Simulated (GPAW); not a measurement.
The system is CdInS2.

```
In Cd S
1.0
     3.86950    0.00000    0.00000
    -1.93475    3.35108    0.00000
     0.00000    0.00000    6.81053
In Cd S
1 1 2
Direct
  0.00000 0.00000 0.50000
  0.00000 0.00000 0.00000
  0.33333 0.66667 0.24495
  0.66667 0.33333 0.75505
```

The cell comes from a database or a generator and needn't be the stable form of this composition.

Base run:

```yaml
Program: GPAW 26.7.0
Functional: RPBE
Potentials_or_basis: the program's PAW data sets (release 1.2.1) made for this functional
Cutoff: 600 eV
Basis: pw
k_mesh: 8 × 8 × 4
Occupations: gaussian, width 0.05 eV
Spin: no spin polarisation
```

Its results: band gap on the k mesh none (metal or under the smearing width); pressure 1.9 GPa; largest force 0.020 eV/Å.

**Question.** The run is repeated on the same cell with these changes: functional from RPBE to PBEsol; potentials or basis from the program's PAW data sets (release 1.2.1) made for this functional to PAW data sets generated in the run's folder for this functional. What comes out?

**Answer.** Band gap on the k mesh none (metal or under the smearing width); pressure -3.9 GPa; largest force 0.068 eV/Å.

Not every run made on this cell is shown here.
